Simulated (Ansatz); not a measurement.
# AlBH₈OSi₂: one species, many methods

The task here is to estimate one member of a computed series from the others.

The runs use Ansatz 0.2.0, Gaussian basis; functionals in def2-TZVPP, the program's frozen cores in correlated methods.

Plan: PBE-D4, r2SCAN-D4, PBE0-D4, B3LYP-D4, ωB97X-V, ωB97M-V, B2PLYP; CCSD(T)/def2-TZVPP; MP2/def2-QZVPP; extrapolation to the limit.

## Structure used throughout

All runs share one geometry, relaxed beforehand with PBE0-D4 in a triple-zeta def2 set.

13 atoms, charge 0, spin multiplicity 1.

Atoms are counted from 1 here; the program's logs count them from 0.

Bond lengths: Al1–O2 1.689 Å, Al1–H6 1.575 Å, Al1–H7 1.575 Å, O2–B3 1.332 Å, B3–Si4 2.034 Å, B3–H8 1.207 Å, Si4–Si5 2.344 Å, Si4–H9 1.494 Å, Si4–H10 1.491 Å, Si5–H11 1.488 Å, Si5–H12 1.490 Å, Si5–H13 1.489 Å. Angles: O2–Al1–H6 116.8°, O2–Al1–H7 116.8°, H6–Al1–H7 126.5°, Al1–O2–B3 177.5°, O2–B3–Si4 120.3°, O2–B3–H8 118.9°, Si4–B3–H8 120.7°, B3–Si4–Si5 108.2°, B3–Si4–H9 112.1°, B3–Si4–H10 112.8°, Si5–Si4–H9 107.4°, Si5–Si4–H10 107.8°, H9–Si4–H10 108.3°, Si4–Si5–H11 111.9°, Si4–Si5–H12 109.9°, Si4–Si5–H13 110.5°, H11–Si5–H12 108.2°, H11–Si5–H13 108.3° and more.

Set-up of the first run:

in.yaml reads:

```yaml
crystal:
  periodic: [false, false, false]
  atoms:
    - {symbol: Al, position_ang: [-2.072720, -0.179385, 2.404058]}
    - {symbol: O, position_ang: [-1.233107, -0.811888, 1.082041]}
    - {symbol: B, position_ang: [-0.525714, -1.276097, 0.052928]}
    - {symbol: Si, position_ang: [1.325800, -0.530512, -0.339751]}
    - {symbol: Si, position_ang: [1.093700, 1.256570, -1.839066]}
    - {symbol: H, position_ang: [-1.911446, -0.936936, 3.775822]}
    - {symbol: H, position_ang: [-2.943828, 1.106535, 2.141845]}
    - {symbol: H, position_ang: [-1.022087, -2.107534, -0.668429]}
    - {symbol: H, position_ang: [1.989743, 0.001628, 0.888471]}
    - {symbol: H, position_ang: [2.233464, -1.535810, -0.964028]}
    - {symbol: H, position_ang: [2.407767, 1.863664, -2.185792]}
    - {symbol: H, position_ang: [0.236535, 2.315122, -1.235802]}
    - {symbol: H, position_ang: [0.442393, 0.800044, -3.097498]}
basis:
  gaussian: {orbitals: def2-TZVPP}
hamiltonian: {xc: pbe, dispersion: d4}
output: {forces: true, orbitals: {seedname: orbitals}}
```

The run is started by

```console
$ ansatz run in.yaml --threads 4 --pin off --events-out ev --progress --plain --max-ram 10444MiB
```

Among the steps run: PBE-D4 (GGA); r2SCAN-D4 (meta-GGA); PBE0-D4 (hybrid); B3LYP-D4 (hybrid); ωB97X-V (range-separated); ωB97M-V (range-separated); B2PLYP (double hybrid); CCSD(T) in def2-TZVPP; MP2 in def2-QZVPP.

One table of the session follows, with a row left open; its other results are not shown here.

| method | atomisation energy (kcal/mol) |
| --- | --- |
| PBE-D4 | 982.5 |
| r2SCAN-D4 | 991.8 |
| PBE0-D4 | 976.4 |
| B3LYP-D4 | 988.7 |
| ωB97X-V | 995.7 |
| ωB97M-V | 989.2 |
| B2PLYP | ? |
| HF/def2-TZVPP | 759.0 |
| MP2/def2-TZVPP | 966.5 |
| CCSD/def2-TZVPP | 954.1 |
| CCSD(T)/def2-TZVPP | 963.9 |
| MP2/CBS | 990.9 |
| CCSD(T)/CBS | 988.3 |

Estimate the missing values for B2PLYP.

The run gave: atomisation energy (kcal/mol): 975.8. In the column «atomisation energy (kcal/mol)» it lies between MP2/def2-TZVPP (966.5) and PBE0-D4 (976.4).
